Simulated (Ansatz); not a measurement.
# CH₄SiTe: one structure at several levels

The task here is to estimate one member of a computed series from the others.

The runs use Ansatz 0.2.0, Gaussian basis; single points in def2-TZVPP.

Correlated methods freeze the cores. Filled d shells of the heavier atoms are correlated. Core potentials replace the inner electrons past krypton, and spin-orbit coupling is left out.

### Starting geometry

SMILES `C1[SiH2][Te]1`, 7 atoms, charge 0, spin multiplicity 1.

Atoms are counted from 1 here; the program's logs count them from 0.

Bond lengths: C1–Si2 1.852 Å, C1–Te3 2.178 Å, C1–H4 1.076 Å, C1–H5 1.051 Å, Si2–Te3 2.477 Å, Si2–H6 1.445 Å, Si2–H7 1.430 Å. Angles: Si2–C1–Te3 75.4°, Si2–C1–H4 117.1°, Si2–C1–H5 122.0°, Te3–C1–H4 116.0°, Te3–C1–H5 113.7°, H4–C1–H5 109.1°, C1–Si2–Te3 58.3°, C1–Si2–H6 113.5°, C1–Si2–H7 115.7°, Te3–Si2–H6 117.7°, Te3–Si2–H7 119.8°, H6–Si2–H7 117.6°, C1–Te3–Si2 46.3°.

As a file:

```
C    -0.68850   -0.33580   -0.50190
Si    0.68370    0.50800    0.41120
Te    0.09440   -1.85800    0.84500
H    -0.54050   -0.51450   -1.55220
H    -1.69800   -0.10020   -0.33150
H     0.22340    1.49830    1.35720
H     1.84350    0.82140   -0.36490
```

The first run:

The input, run/in.yaml:

```yaml
crystal:
  periodic: [false, false, false]
  atoms:
    - {symbol: C, position_ang: [-0.688500, -0.335800, -0.501900]}
    - {symbol: Si, position_ang: [0.683700, 0.508000, 0.411200]}
    - {symbol: Te, position_ang: [0.094400, -1.858000, 0.845000]}
    - {symbol: H, position_ang: [-0.540500, -0.514500, -1.552200]}
    - {symbol: H, position_ang: [-1.698000, -0.100200, -0.331500]}
    - {symbol: H, position_ang: [0.223400, 1.498300, 1.357200]}
    - {symbol: H, position_ang: [1.843500, 0.821400, -0.364900]}
basis:
  gaussian: {orbitals: def2-TZVPP}
correlation: {method: ccsd_t}
output: {forces: true}
```

No record of the launch command was kept for these runs.

Steps of the session up to this table: CCSD(T)/def2-TZVPP; PBE0-D4/def2-TZVPP; wB97M-V/def2-TZVPP; r2SCAN-D4/def2-TZVPP; PBE-D4/def2-TZVPP; CAM-B3LYP-D4/def2-TZVPP; B97M-V/def2-TZVPP.

One of the session's tables, all rows but one given; the rest of the session is left out.

| method | RMS force component (eV/Å) | angle to CCSD(T) forces (°) | dipole (D) |
| --- | --- | --- | --- |
| CCSD(T) | 0.550 | reference | 1.58 |
| PBE0-D4 | 0.609 | 9.1 | 1.60 |
| wB97M-V | ? | ? | ? |
| r2SCAN-D4 | 0.598 | 5.7 | 1.61 |
| PBE-D4 | 0.635 | 9.9 | 1.44 |
| CAM-B3LYP-D4 | 0.576 | 10.6 | 1.68 |
| B97M-V | 0.570 | 10.8 | 1.33 |

Q: Estimate the row for wB97M-V from the others.

**Answer.** RMS force component (eV/Å): 0.568; angle to CCSD(T) forces (°): 11.6; dipole (D): 1.68. In the column «RMS force component (eV/Å)» it lies between CCSD(T) (0.550) and B97M-V (0.570).
